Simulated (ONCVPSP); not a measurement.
# Cu: the cost of one run

Program: ONCVPSP 4.0.1.1 (patched build). Reference atom: PBE, scalar-relativistic, spherical and spin-unpolarised. All values are calculated.

## Step 1: The design

The settings as typed:

| Quantity | Value |
| --- | --- |
| element | copper (Cu, Z = 29) |
| type | optimised norm-conserving Vanderbilt (ONCV) |
| frozen core | [Ar] |
| valence charge | 11 |
| reference configuration | 3d10 4s1 |
| partial waves | 4s: rc 2.05 bohr, ncon 4, nbas 9, qcut 2.6 1/bohr, 2 projectors, debl 3.4 Ha; p scattering state at 0.39 Ha: rc 2.15 bohr, ncon 4, nbas 8, qcut 4 1/bohr, 2 projectors, debl 3.8 Ha; 3d: rc 1.55 bohr, ncon 5, nbas 9, qcut 10.8 1/bohr, 2 projectors, debl 2.6 Ha; f scattering state at 0.2 Ha: rc 1.90 bohr, ncon 3, nbas 6, qcut 5.8 1/bohr, 2 projectors, debl 2.9 Ha |
| local potential | polynomial inside 1.55 bohr (lpopt 3, dvloc0 1 Ha) |
| core correction | polynomial model core, fcfact 0.3 |

An earlier all-electron run gives the scale for the radii.

All-electron outer shells of the reference configuration (PBE, scalar-relativistic, ld1.x):

```tsv
shell	level (eV)	outermost node (bohr)	outermost maximum (bohr)
3p	-72.14	0.26	0.62
3d	-5.04	–	0.60
4s	-4.61	0.89	2.27
4p	-0.70	0.97	3.65
```

## Step 2: Generating the potential

Cu.dat

```
# ATOM AND REFERENCE CONFIGURATION
# atsym  z   nc   nv     iexc    psfile
  Cu 29.00    5    2        4      upf
#
#   n    l    f
    1    0    2.00
    2    0    2.00
    2    1    6.00
    3    0    2.00
    3    1    6.00
    3    2   10.00
    4    0    1.00
#
# PSEUDOPOTENTIAL AND OPTIMIZATION
# lmax
    3
#
#   l,   rc,      ep,       ncon, nbas, qcut
    0    2.05    0.00    4    9    2.60
    1    2.15    0.39    4    8    4.00
    2    1.55    0.00    5    9   10.80
    3    1.90    0.20    3    6    5.80
#
# LOCAL POTENTIAL
# lloc, lpopt,  rc(5),   dvloc0
    4    3    1.55    1.00
#
# VANDERBILT-KLEINMAN-BYLANDER PROJECTORs
# l, nproj, debl
    0    2    3.40
    1    2    3.80
    2    2    2.60
    3    2    2.90
#
# MODEL CORE CHARGE
# icmod, fcfact, rcfact
    1    0.30    0.00
#
# LOG DERIVATIVE ANALYSIS
# epsh1, epsh2, depsh
   -2.00    5.00    0.02
#
# OUTPUT GRID
# rlmax, drl
    6.00    0.01
#
# TEST CONFIGURATIONS
# ncnf
    4
# nvcnf
#   n    l    f
    2
    3    2   10.00
    4    0    0.00
#
    2
    3    2    9.00
    4    0    0.00
#
    2
    3    2    8.00
    4    0    0.00
#
    2
    3    2    7.00
    4    0    0.00
#
```

Launch:

```bash
oncvpsp.x < Cu.dat > Cu.out
```

**Question.** How long does this run take on 1 thread of Neoverse-V1, shared host?

About 4.2 s.
